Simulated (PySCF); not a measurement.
# Pb4: other functionals and bases at one geometry

The task here is to estimate one member of a computed series from the others.

Program: PySCF 2.14.0. Level of theory: several levels, as the steps say, no spin–orbit coupling. These are calculated values, not measurements.

2 further runs of the same task are left out: 2 for a known fault of the program.

### The system as given

4 atoms, charge 0, spin multiplicity 1.

Bond lengths: Pb1–Pb2 3.162 Å, Pb1–Pb3 2.992 Å, Pb1–Pb4 2.992 Å, Pb2–Pb3 2.992 Å, Pb2–Pb4 2.992 Å. Angles: Pb2–Pb1–Pb3 58.1°, Pb2–Pb1–Pb4 58.1°, Pb3–Pb1–Pb4 116.2°, Pb1–Pb2–Pb3 58.1°, Pb1–Pb2–Pb4 58.1°, Pb3–Pb2–Pb4 116.2°, Pb1–Pb3–Pb2 63.8°, Pb1–Pb4–Pb2 63.8°.

As a file:

```mol
Pb4
  3D, bonds by distance, orders not assigned

  4  5  0  0  0  0  0  0  0  0999 V2000
    1.5811    0.0000    0.0000 Pb  0  0
   -1.5811   -0.0000   -0.0000 Pb  0  0
   -0.0000    2.5396   -0.0000 Pb  0  0
    0.0000   -2.5396    0.0000 Pb  0  0
  1  2  8  0
  1  3  8  0
  1  4  8  0
  2  3  8  0
  2  4  8  0
M  END
```

An earlier session relaxed this geometry at TPSS, Pb def2-SVP with ECP60 (singlet, point group D2h).

At TPSS on the finer grid: E = -771.391857 Eh, HOMO -4.62 eV, LUMO -3.41 eV, Mulliken charge on Pb1 -0.09 e, largest force component 0.028 eV/Å. 

Levels to run: BP86; BLYP; HF; PBE; TPSS, TZVP; TPSS, x2c-SVP. Hardware: 4 threads of Arm Neoverse V1, shared host.

Set-up of the first run:

Contents of run.py (the lines that set the calculation):

```python
mol = gto.M(atom='''
Pb     1.58105     0.00000     0.00000
Pb    -1.58105     0.00000     0.00000
Pb     0.00000     2.53962     0.00000
Pb     0.00000    -2.53962     0.00000''',
    basis={'Pb': 'def2-SVP'},
    ecp={'Pb': 'def2-SVP'},
    charge=0, spin=0)
mf = dft.RKS(mol, xc='B88,P86')
mf.grids.atom_grid = (75, 302)
mf = mf.density_fit()  # fitting sets: Pb def2-universal-JKFIT
mf.conv_tol = 1e-08; mf.max_cycle = 55
mf.kernel(dm0)  # dm0: the density of the relaxed state
```

On the command line:

```sh
$ OMP_NUM_THREADS=4 python run.py
```

Steps of the session up to this table: BP86; BLYP; HF; PBE; TPSS, TZVP; TPSS, x2c-SVP.

One of the session's tables, all rows but one given; the rest of the session is left out.

```
              level  HOMO (eV)  gap (eV)  charge on Pb1 (e)  largest force component (eV/Å)
TPSS (relaxed here)      -4.62      1.20              -0.09                            0.03
               BP86      -4.75      1.10              -0.08                            0.19
               BLYP      -4.39      1.04              -0.06                            0.55
                 HF      -6.19      5.50              -0.18                            0.27
                PBE      -4.61      1.13              -0.08                            0.18
         TPSS, TZVP          ?         ?                  ?                               ?
      TPSS, x2c-SVP      -4.66      1.22              -0.10                            0.39
```

Q: Estimate the row for TPSS, TZVP from the others.

As computed: HOMO (eV): -4.60; gap (eV): 1.19; charge on Pb1 (e): -0.06; largest force component (eV/Å): 0.18. In the column «HOMO (eV)» it lies between PBE (-4.61) and BLYP (-4.39).

In one basis the HOMO–LUMO gap runs from 1.04 eV (BLYP) to 5.50 eV (HF). The largest leftover force, 0.55 eV/Å with BLYP, stands at a geometry relaxed at another level. Total energies of different levels can't be compared.
